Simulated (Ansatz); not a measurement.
# SnSiH6O (SMILES [SiH3][O][SnH3]) at CCSD(T)/def2-SVP (core potential)

What is the energy change on altering one bond length of SnSiH6O at CCSD(T)/def2-SVP (core potential)? 

The calculation is run with Ansatz 0.2.0.

63 further runs of the same task are left out: 63 set aside as unsound or not needed. Runs told in other sessions of the task aren't counted.

## Step 1: The structure to begin with

The species is SnSiH6O (9 atoms), meant as a singlet with charge 0. As SMILES, `[SiH3][O][SnH3]`. Geometry: relaxed at PBE0-D4/def2-TZVP.

Bond lengths: Si1–O2 1.627 Å, O2–Sn3 1.963 Å, Si1–H4 1.492 Å, Si1–H5 1.486 Å, Si1–H6 1.492 Å, Sn3–H7 1.699 Å, Sn3–H8 1.705 Å, Sn3–H9 1.705 Å. Some angles: Si1–O2–Sn3 136.6°, O2–Si1–H4 111.4°, O2–Si1–H5 109.0°, O2–Si1–H6 111.4°, O2–Sn3–H7 103.7°, O2–Sn3–H8 106.7°, O2–Sn3–H9 106.7°, H4–Si1–H5 108.8°, H4–Si1–H6 107.4°, H5–Si1–H6 108.8°.

## Step 2: A single-point energy at CCSD(T)/def2-SVP (core potential)

Input file run.yaml:

```yaml
crystal:
  periodic: [false, false, false]
  atoms:
    - symbol: Si
      position_ang: [-0.707500, 1.106300, -0.961800]
    - symbol: O
      position_ang: [0.549600, 0.232700, -0.411000]
    - symbol: Sn
      position_ang: [0.837100, -1.145700, 0.956400]
    - symbol: H
      position_ang: [-1.786000, 0.228100, -1.502000]
    - symbol: H
      position_ang: [-0.233000, 2.004100, -2.046400]
    - symbol: H
      position_ang: [-1.309600, 1.937400, 0.121200]
    - symbol: H
      position_ang: [2.493700, -1.499800, 0.829900]
    - symbol: H
      position_ang: [-0.166000, -2.460900, 0.544700]
    - symbol: H
      position_ang: [0.410100, -0.448400, 2.452000]
basis:
  gaussian:
    orbitals: def2-SVP
scf:
  omitted_lower_state_checks: [cluster_reference, increment]
accuracy: high
correlation:
  method: ccsd_t
  frozen_orbitals: {H: 0, O: 1, Si: 5, Sn: 4}
```

Run with:

```sh
$ ansatz run run.yaml --threads 1 --pin off --max-ram 2610MiB --events-out events.jsonl --progress --plain --runs-dir runs
```

What it wrote, cut to the lines that bear on the results:

```text
Warning: RAYON_NUM_THREADS=1 ignored (pool sized by the plan → 1); use --threads N
Functional definition: HF
  name "HF"
[...]
2073 factors; integrals over basis functions are off by at most 7.3e-9 eV
[...]
mean field -15796.33525574 eV, -580.5046135079 hartree, gradient 1.2e-8 eV, S^2 0.000000; 0 other end points of the search recorded, 0 dependent functions left out
10 core orbitals not correlated: weight in the atoms' cores, before any rotation towards them, 1.000 or more for the frozen orbitals, at most 0.000 for the correlated occupied ones
reference -15796.33525574 eV, -580.5046135079 hartree; 15, 15 occupied and 63, 63 virtual orbitals, 2073 factors
second order -11.07148922 eV of doubles, -0.00000000 eV of singles
cycle   1  -11.76026672 eV  change   -6.9e-1 eV  update   9.7e-2
[...]
cycle  20  -12.29068989 eV  change   -1.7e-9 eV  update   3.0e-9
perturbative correction -0.27744751 eV, -0.0101960080 hartree
Total energy: -15808.90339314 eV, -580.9664840382 hartree
Checks for a lower state left out: cluster_reference, increment
```

Wall time 25 s (1 thread of Arm Neoverse V1, shared host); peak memory 0.51 GiB.

## Step 3: The distorted shape, same level

Input file in.yaml:

```yaml
crystal:
  periodic: [false, false, false]
  atoms:
    - {symbol: Si, position_ang: [-1.087097, 0.388066, -0.094127]}
    - {symbol: O, position_ang: [0.170003, -0.485534, 0.456673]}
    - {symbol: Sn, position_ang: [0.457503, -1.863934, 1.824073]}
    - {symbol: H, position_ang: [-2.165597, -0.490134, -0.634327]}
    - {symbol: H, position_ang: [-0.233000, 2.004100, -2.046400]}
    - {symbol: H, position_ang: [-1.689197, 1.219166, 0.988873]}
    - {symbol: H, position_ang: [2.114103, -2.218034, 1.697573]}
    - {symbol: H, position_ang: [-0.545597, -3.179134, 1.412373]}
    - {symbol: H, position_ang: [0.030503, -1.166634, 3.319673]}
basis:
  gaussian:
    orbitals: def2-SVP
correlation:
  method: ccsd_t
  frozen_orbitals: {H: 0, O: 1, Si: 5, Sn: 4}
accuracy: high
scf:
  omitted_lower_state_checks: [cluster_reference, increment]
```

Run with:

```sh
$ ansatz run in.yaml --threads 1 --pin off --max-ram 2610MiB --events-out events.jsonl --progress --plain --runs-dir runs
```

What it wrote, cut to the lines that bear on the results:

```text
Warning: RAYON_NUM_THREADS=1 ignored (pool sized by the plan → 1); use --threads N
[... 2 set-up lines as earlier in the session ...]
[...]
2040 factors; integrals over basis functions are off by at most 3.8e-9 eV
[...]
mean field -15792.58499252 eV, -580.3667938766 hartree, gradient 2.2e-8 eV, S^2 0.000000; 0 other end points of the search recorded, 0 dependent functions left out; unrestricted orbitals would lower it
10 core orbitals not correlated: weight in the atoms' cores, before any rotation towards them, 1.000 or more for the frozen orbitals, at most 0.000 for the correlated occupied ones
reference -15792.58499252 eV, -580.3667938766 hartree; 15, 15 occupied and 63, 63 virtual orbitals, 2040 factors
second order -11.32011428 eV of doubles, -0.00000000 eV of singles
cycle   1  -12.06800239 eV  change   -7.5e-1 eV  update   1.3e-1
[...]
cycle  24  -12.86414239 eV  change   -1.9e-9 eV  update   1.4e-9
perturbative correction -0.37904428 eV, -0.0139296204 hartree
Total energy: -15805.82817919 eV, -580.8534720102 hartree
Checks for a lower state left out: cluster_reference, increment
```

It took 28 s on 1 thread of Arm Neoverse V1, shared host; peak memory 0.51 GiB.

## Step 4: Outcome

Level: CCSD(T)/def2-SVP (core potential), 10 core orbitals frozen.

| quantity | value |
| --- | --- |
| first shape: total energy | -580.96648 Eh |
| first shape: correlation energy (10 core orbitals frozen) | -461.9 mEh |
| first shape: (T) correction | -10.20 mEh |
| first shape: T1 diagnostic | 0.011 |
| distorted shape: total energy | -580.85347 Eh |
| distorted shape: correlation energy (10 core orbitals frozen) | -486.7 mEh |
| distorted shape: (T) correction | -13.93 mEh |
| distorted shape: T1 diagnostic | 0.020 |
| energy change with the Si1–H5 bond stretched from 1.486 to 2.674 Å | 3.075 eV |

One bond (distorted shape) is far stretched, which a spin-restricted single reference describes badly; perturbation theory on it can break down and give far too much correlation. With the Si1–H5 bond stretched from 1.486 to 2.674 Å the energy rises by 3.08 eV (297 kJ/mol). The first shape isn't relaxed at this level, so the change isn't measured from a minimum. A restricted reference can't describe the breaking bond well at this length. The triples (first shape) make up 2.2 % of the correlation energy. The restricted solution (distorted shape) is unstable to spin breaking: an unrestricted one lies lower. The triples (distorted shape) make up 2.9 % of the correlation energy.
